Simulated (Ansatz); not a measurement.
# CH₄BBrOSi: small, medium and large basis sets

An exercise on one series of results from a longer session: the logs are not shown, and one member is left open.

The runs use Ansatz 0.2.0, Gaussian basis; one geometry, several basis sets.

The runs, in order: PBE0-D4/def2-SVP; ωB97M-V/def2-SVP; PBE0-D4/def2-QZVPP; ωB97M-V/def2-QZVPP; the functionals' def2-TZVPP values are taken from earlier runs.

## The geometry

The geometry comes from an earlier relaxation with PBE0-D4 in a triple-zeta def2 set; it is a stationary point, not always the lowest conformer.

9 atoms, charge 0, spin multiplicity 1.

Atoms are counted from 1 here; the program's logs count them from 0.

Bond lengths: B1–Si2 2.001 Å, B1–H6 1.192 Å, B1–H7 1.194 Å, Si2–Br3 2.230 Å, Si2–C4 1.940 Å, Si2–H8 1.487 Å, C4–O5 1.201 Å, C4–H9 1.115 Å. Angles: Si2–B1–H6 122.5°, Si2–B1–H7 118.0°, H6–B1–H7 119.5°, B1–Si2–Br3 114.5°, B1–Si2–C4 109.9°, B1–Si2–H8 111.0°, Br3–Si2–C4 106.7°, Br3–Si2–H8 108.2°, C4–Si2–H8 106.1°, Si2–C4–O5 120.4°, Si2–C4–H9 118.8°, O5–C4–H9 120.9°.

The first run:

Contents of in.yaml:

```yaml
crystal:
  periodic: [false, false, false]
  atoms:
    - {symbol: B, position_ang: [0.137964, 1.416442, 0.948037]}
    - {symbol: Si, position_ang: [-0.171044, -0.489492, 0.421621]}
    - {symbol: Br, position_ang: [1.264734, -1.940938, 1.318676]}
    - {symbol: C, position_ang: [-0.023238, -0.676106, -1.503436]}
    - {symbol: O, position_ang: [-0.741824, -0.047715, -2.231667]}
    - {symbol: H, position_ang: [0.923567, 1.729543, 1.788260]}
    - {symbol: H, position_ang: [-0.488740, 2.262855, 0.385183]}
    - {symbol: H, position_ang: [-1.549861, -0.921756, 0.773649]}
    - {symbol: H, position_ang: [0.737041, -1.379235, -1.917423]}
basis:
  gaussian: {orbitals: def2-SVP}
hamiltonian: {xc: pbe0, dispersion: d4}
output: {orbitals: {seedname: orbitals}}
```

On the command line:

```sh
$ ansatz run in.yaml --threads 4 --pin off --events-out ev --progress --plain --max-ram 10444MiB
```

Steps of the session up to this table: PBE0-D4 in def2-SVP; ωB97M-V in def2-SVP; PBE0-D4 in def2-QZVPP; ωB97M-V in def2-QZVPP.

One table of the session follows, with a row left open; its other results are not shown here.

It belongs to the step «Functionals by basis». 

```
functional       basis  HOMO (eV)  LUMO (eV)
   PBE0-D4    def2-SVP      -7.20      -3.00
   PBE0-D4  def2-TZVPP          ?          ?
   PBE0-D4  def2-QZVPP      -7.33      -3.08
   ωB97M-V    def2-SVP      -9.37      -0.96
   ωB97M-V  def2-TZVPP      -9.51      -1.10
   ωB97M-V  def2-QZVPP      -9.53      -1.14
```

Q: Estimate the row for PBE0-D4, def2-TZVPP from the others.

As computed: HOMO (eV): -7.30; LUMO (eV): -3.06. In the column «HOMO (eV)» it lies between PBE0-D4, def2-QZVPP (-7.33) and PBE0-D4, def2-SVP (-7.20).
